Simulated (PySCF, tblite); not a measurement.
# C10H6ClF: excited states

Wanted: excited states for C10H6ClF (`Fc1ccc(Cl)c2ccccc12`).

Computed with tblite 0.8.0 and PySCF 2.14.0 and routines of our own; the level stands in each step. Atoms count from 0.

## Step 1: The system as given

18 atoms, charge 0, multiplicity 1; geometry from: force field or distance geometry start.

## Step 2: Relaxing the molecule with GFN2-xTB

Job settings and geometry (Å):

```
{"job": {"kind": "relax", "xc": "GFN2-xTB", "basis": "xTB"}, "charge": 0, "multiplicity": 1}
F      1.710900    -2.419800    -0.511400
C      1.441300    -1.117800    -0.273100
C      2.533600    -0.256300    -0.142300
C      2.291100     1.101200     0.101600
C      0.978800     1.560800     0.254200
Cl     0.781600     3.254900     0.561900
C     -0.132500     0.691900     0.125900
C     -1.477100     1.101100     0.260800
C     -2.532600     0.185300     0.132000
C     -2.277000    -1.151500    -0.120300
C     -0.957000    -1.583600    -0.256400
C      0.115900    -0.684500    -0.129500
H      3.530300    -0.631200    -0.244300
H      3.137800     1.774900     0.199900
H     -1.734800     2.145700     0.458800
H     -3.566800     0.532800     0.245700
H     -3.089000    -1.857000    -0.220000
H     -0.763500    -2.640500    -0.455200
```

Run with:

```console
> OMP_NUM_THREADS=1 python excited_run.py task.json out
```

One launch serves the whole session: the jobs run in the order shown.

Standard output:

```text
step      E/eV     max force
  0    -918.37842    1.717
  1    -918.46369    0.703
  2    -918.48013    0.257
  3    -918.48728    0.225
  4    -918.49638    0.276
  5    -918.49973    0.141
  6    -918.50242    0.122
  7    -918.50464    0.141
  8    -918.50668    0.118
  9    -918.50759    0.069
 10    -918.50796    0.037
 11    -918.50818    0.037
 12    -918.50840    0.038
 13    -918.50862    0.035
 14    -918.50882    0.036
 15    -918.50899    0.026
 16    -918.50909    0.021
 17    -918.50914    0.014
 18    -918.50917    0.012
 19    -918.50920    0.013
 20    -918.50922    0.010
 21    -918.50923    0.006
```

Wall time 0.21 s (1 thread of Arm Neoverse V1, shared host).

Step by step:

```
step  energy from step 0 (eV)  largest force (eV/Å)
   0                   0.0000                1.7173
   1                  -0.0853                0.7028
   2                  -0.1017                0.2566
   3                  -0.1089                0.2254
   4                  -0.1180                0.2758
   5                  -0.1213                0.1407
   6                  -0.1240                0.1215
   7                  -0.1262                0.1409
   8                  -0.1283                0.1175
   9                  -0.1292                0.0685
  10                  -0.1295                0.0368
  11                  -0.1298                0.0375
  12                  -0.1300                0.0382
  13                  -0.1302                0.0347
  14                  -0.1304                0.0358
  15                  -0.1306                0.0262
  16                  -0.1307                0.0214
  17                  -0.1307                0.0145
  18                  -0.1308                0.0115
  19                  -0.1308                0.0133
  20                  -0.1308                0.0103
  21                  -0.1308                0.0064
```

Distances of close pairs at the start and the end, largest changes first:

```
   bond  before (Å)  after (Å)  change (Å)
  C7–C8       1.403      1.368      -0.036
  C1–C2       1.397      1.365      -0.032
  C3–C4       1.399      1.369      -0.030
 C9–C10       1.396      1.367      -0.029
  C8–C9       1.384      1.402      +0.018
 C8–H15       1.097      1.080      -0.017
 C7–H14       1.094      1.079      -0.015
C10–H17       1.093      1.080      -0.013
```

The next job starts from the end point, and lists it.

## Step 3: Vibrational analysis with GFN2-xTB

Job settings and geometry (Å):

```
{"job": {"kind": "ir", "xc": "GFN2-xTB", "basis": "xTB"}, "charge": 0, "multiplicity": 1}
F      1.699342    -2.423354    -0.511482
C      1.458895    -1.118406    -0.263513
C      2.512020    -0.257847    -0.145561
C      2.262822     1.096566     0.111021
C      0.976352     1.546623     0.242836
Cl     0.711193     3.225158     0.559027
C     -0.134438     0.675316     0.127003
C     -1.471695     1.099614     0.258806
C     -2.503558     0.210033     0.137922
C     -2.251876    -1.144635    -0.121579
C     -0.967367    -1.592179    -0.255916
C      0.116555    -0.699398    -0.134951
H      3.522298    -0.619115    -0.250078
H      3.090565     1.781403     0.204797
H     -1.668840     2.141574     0.457845
H     -3.523124     0.549272     0.241958
H     -3.079120    -1.831950    -0.214031
H     -0.758783    -2.632357    -0.455759
```

Standard output:

```text
mode    cm-1     km/mol
  1      98.7      1.62
  2     127.8      1.60
  3     169.9      0.20
  4     201.9      0.32
  5     266.6      3.86
  6     342.0      2.39
  7     344.6      4.07
  8     380.8      0.27
  9     432.0      0.12
 10     450.8      0.87
 11     503.1      1.58
 12     532.9      2.31
 13     555.4      4.27
 14     588.9      1.87
 15     619.3     10.17
 16     715.1      0.75
 17     715.9      5.50
 18     776.8     12.28
 19     779.8      1.03
 20     834.8     38.83
 21     877.9      0.18
 22     898.8      0.25
 23     918.8      0.08
 24     928.1     13.28
 25     930.4      0.04
 26    1034.4     59.58
 27    1083.6      1.43
 28    1130.8      8.90
 29    1169.0     26.85
 30    1178.6      3.17
 31    1196.3     29.68
 32    1235.0     28.27
 33    1245.0     15.93
 34    1331.8      6.62
 35    1346.9     82.17
 36    1387.5      5.16
 37    1410.7      6.34
 38    1443.4     47.96
 39    1504.1      6.86
 40    1557.9      0.80
 41    1597.4     23.06
 42    1607.3      2.85
 43    3085.6      2.37
 44    3092.1     22.07
 45    3100.7     39.02
 46    3104.7     17.72
 47    3105.7     13.50
 48    3117.4      4.37
```

Run time: 0.89 s. Hardware: 1 thread of Arm Neoverse V1, shared host.

The strongest bands and the atoms that carry them (share of the mass-weighted mode):

```
cm⁻¹  km/mol                                 atoms
 835    38.8                    H12 39 %, H13 36 %
1034    59.6   C11 20 %, C1 16 %, C7 15 %, F0 13 %
1169    26.9          H15 27 %, H14 15 %, H12 10 %
1196    29.7           H13 47 %, H15 20 %, C6 11 %
1235    28.3  C11 15 %, C1 13 %, C2 13 %, H12 11 %
1347    82.2            C4 14 %, C1 13 %, H13 10 %
1443    48.0                     C6 21 %, C11 15 %
3101    39.0          H17 49 %, H14 24 %, H16 19 %
```

## Step 4: Excited states: TDA CAM-B3LYP/def2-SVP

Settings changed since step 3:

```diff
@@ -1,2 +1,2 @@
-{"job": {"kind": "ir", "xc": "GFN2-xTB", "basis": "xTB"}, "charge": 0, "multiplicity": 1}
+{"job": {"kind": "states", "xc": "CAM-B3LYP", "basis": "def2-SVP", "tda": true, "soc": true, "nstates": 6, "ntriplets": 5, "nquad": 4}, "charge": 0, "multiplicity": 1}
 F      1.699342    -2.423354    -0.511482
```

With the program's defaults for keys left out, this is: TDA CAM-B3LYP/def2-SVP excited states, vertical, gas phase, spin-orbit mean-field couplings.

Standard output:

```text
coarse grid: 17296 points
cycle   1  E = -943.7798174020  dE =  2.727e+00  |g| = 5.698e-01  |ddm| = 6.063e+00
cycle   2  E = -943.7745554661  dE =  5.262e-03  |g| = 6.564e-01  |ddm| = 1.577e+00
cycle   3  E = -943.8531644769  dE = -7.861e-02  |g| = 7.263e-02  |ddm| = 7.767e-01
cycle   4  E = -943.8541422779  dE = -9.778e-04  |g| = 3.687e-02  |ddm| = 1.359e-01
cycle   5  E = -943.8544713677  dE = -3.291e-04  |g| = 1.032e-02  |ddm| = 6.209e-02
cycle   6  E = -943.8544982914  dE = -2.692e-05  |g| = 2.280e-03  |ddm| = 1.403e-02
cycle   7  E = -943.8544996811  dE = -1.390e-06  |g| = 1.038e-03  |ddm| = 4.072e-03
final grid: 167664 points
cycle   8  E = -943.9959095955  dE = -4.215e-05  |g| = 5.193e-03  |ddm| = 5.523e-02
cycle   9  E = -943.9959085085  dE =  1.087e-06  |g| = 6.056e-03  |ddm| = 1.381e-02
cycle  10  E = -943.9959153864  dE = -6.878e-06  |g| = 5.363e-04  |ddm| = 6.961e-03
cycle  11  E = -943.9959154444  dE = -5.799e-08  |g| = 1.884e-04  |ddm| = 8.193e-04
cycle  12  E = -943.9959154533  dE = -8.928e-09  |g| = 6.763e-05  |ddm| = 3.536e-04
cycle  13  E = -943.9959154546  dE = -1.301e-09  |g| = 1.624e-05  |ddm| = 1.044e-04
cycle  14  E = -943.9959154547  dE = -1.148e-10  |g| = 6.004e-06  |ddm| = 3.137e-05
converged SCF energy = -943.9959154547

Singlet excitations
state   eV       nm        f     d(h-e)  d(exc)  Lambda  PR(NTO)  |dmu|/D   mu/D   main configurations
  1   4.6812   264.9   0.01494   0.137   3.220   0.628   1.968    0.421    0.241   H->L+1 0.59, H-1->L 0.39
  2   4.8046   258.1   0.14718   0.627   3.519   0.866   1.237    1.655    1.144   H->L 0.89, H-1->L+1 0.08
  3   6.2411   198.7   0.05637   0.436   3.609   0.766   1.553    1.019    1.120   H-2->L 0.75, H->L+2 0.10
  4   6.3937   193.9   0.41130   0.649   3.219   0.653   2.109    1.646    1.218   H-2->L+1 0.38, H-1->L 0.18, H->L+1 0.15
  5   6.7932   182.5   0.51828   0.243   3.084   0.719   2.051                     H->L+2 0.51, H-2->L+1 0.13, H-1->L 0.12
  6   6.8645   180.6   0.00303   1.155   3.361   0.440   1.098                     H->L+3 0.83

Triplet excitations (Tamm-Dancoff)
state   eV     d(h-e)  d(exc)  Lambda  PR(NTO)   main configurations
  1   2.9840   0.174   3.046   0.859   1.226   H->L 0.88
  2   4.0629   0.176   3.204   0.635   1.245   H->L+1 0.88
  3   4.3605   0.076   2.572   0.769   2.078   H-2->L 0.54, H->L+2 0.36
  4   4.5453   0.063   3.110   0.623   1.233   H-1->L 0.89
  5   4.7558   0.050   3.045   0.909   1.167   H-1->L+1 0.91
S1 - T1 = 1.6972 eV

Spin-orbit couplings |<S|Hso|T>| (cm-1)
             T1       T2       T3       T4       T5
S0        0.033    0.127    0.069    0.050    0.099
S1        0.030    0.003    0.016    0.001    0.013
S2        0.011    0.064    0.019    0.023    0.002
S3        0.023    0.023    0.008    0.021    0.027
S4        0.050    0.020    0.051    0.009    0.065
S5        0.387    0.088    0.349    0.027    0.056
S6       19.641    4.201   18.453    1.295    1.551
T1 sublevels (cm-1): 0.000 0.012 0.012   radiative rates (1/s): 0.123 0.000466 0.000703
```

Run time: 68 s. Hardware: 1 thread of Arm Neoverse V1, shared host; peak memory 0.95 GiB.

Key values:

```
  quantity    value
S1 less T1  1.70 eV
```

The fields below are evaluated on a grid from the run's orbitals.

Frontier orbitals at CAM-B3LYP/def2-SVP, with the share of their density that lies nearest to each atom:

```
orbital  energy (eV)                                                       lies on
   HOMO        -7.46  C1, C4 about 16 % each; C3, C7, C10 about 9 % each; Cl5 10 %
   LUMO        -0.37          4 C atoms about 13 % each; C3, C8, C9 about 7 % each
```

ELF in a plane through or near 18 of the atoms.

Values, 10 rows by 14 columns:
```
0.00 0.00 0.00 0.00 0.00 0.00 0.00 0.00 0.00 0.00 0.00 0.00 0.00 0.00
0.00 0.00 0.00 0.00 0.21 0.31 0.33 0.03 0.00 0.00 0.00 0.00 0.00 0.00
0.00 0.00 0.00 0.12 0.86 0.21 0.83 0.11 0.86 0.50 0.00 0.00 0.00 0.00
0.00 0.00 0.68 0.55 0.05 0.75 0.53 0.17 0.95 0.35 0.55 0.98 0.13 0.00
0.00 0.01 0.93 0.99 0.23 0.79 0.91 0.39 0.44 0.48 0.75 0.97 0.23 0.00
0.00 0.00 0.01 0.27 0.64 0.29 0.38 0.57 0.13 0.57 0.59 0.21 0.01 0.00
0.00 0.00 0.97 1.00 0.58 0.41 0.53 0.68 0.72 0.77 0.93 1.00 0.58 0.00
0.00 0.00 0.06 0.20 0.10 0.84 0.84 0.08 1.00 0.83 0.01 0.12 0.00 0.00
0.00 0.00 0.00 0.00 0.02 0.23 0.21 0.00 0.18 0.03 0.00 0.00 0.00 0.00
0.00 0.00 0.00 0.00 0.00 0.00 0.00 0.00 0.00 0.00 0.00 0.00 0.00 0.00
```
The map spans 12.0 Å across and 11.3 Å up, centred on the molecule. Atoms in the plane (x, y in Å): F0 (-1.2, -2.8), C1 (-1.2, -1.4), C2 (-2.4, -0.8), C3 (-2.4, 0.6), C4 (-1.3, 1.3), Cl5 (-1.3, 3.1), C6 (0.0, 0.7), C7 (1.2, 1.4), C8 (2.4, 0.7), C9 (2.4, -0.7), C10 (1.3, -1.4), C11 (0.0, -0.7), H12 (-3.3, -1.3), H13 (-3.4, 1.2), H14 (1.2, 2.5), H15 (3.3, 1.3), H16 (3.4, -1.2), H17 (1.3, -2.5).

On the surface of density 0.002 e/bohr³ the electrostatic potential runs, from the 1st to the 99th percentile, from -0.62 V near F0 to 0.97 V near H12.

## Step 5: Results

| quantity | value |
| --- | --- |
| strongest single infrared mode (GFN2-xTB) | 1347 cm⁻¹, 82 km/mol |
| zero-point energy (GFN2-xTB) | 78.7 kcal/mol |
| S1 less T1 (step 4, TDA CAM-B3LYP/def2-SVP) | 1.70 eV |
| potential on the surface of density 0.002 e/bohr³, 1st and 99th percentile | -0.62 V and 0.97 V |

What this shows: All 48 modes are real, so the xTB geometry is a minimum. The strongest single mode, at 1347 cm⁻¹, has its largest shares on C4, C1 and H13 (the list is cut at 3 atoms). Unscaled tight-binding wavenumbers are off by several per cent, some by more. Its intensities can rank the bands wrongly. In step 4, the number of triplets below S1 is 4, and the largest singlet-triplet spin-orbit coupling is S6–T1, 19.64 cm⁻¹. By nearest atom (CAM-B3LYP/def2-SVP), the HOMO sits on C1, C4 about 16 % each; C3, C7, C10 about 9 % each and the LUMO on 4 C atoms about 13 % each; C3, C8, C9 about 7 % each.
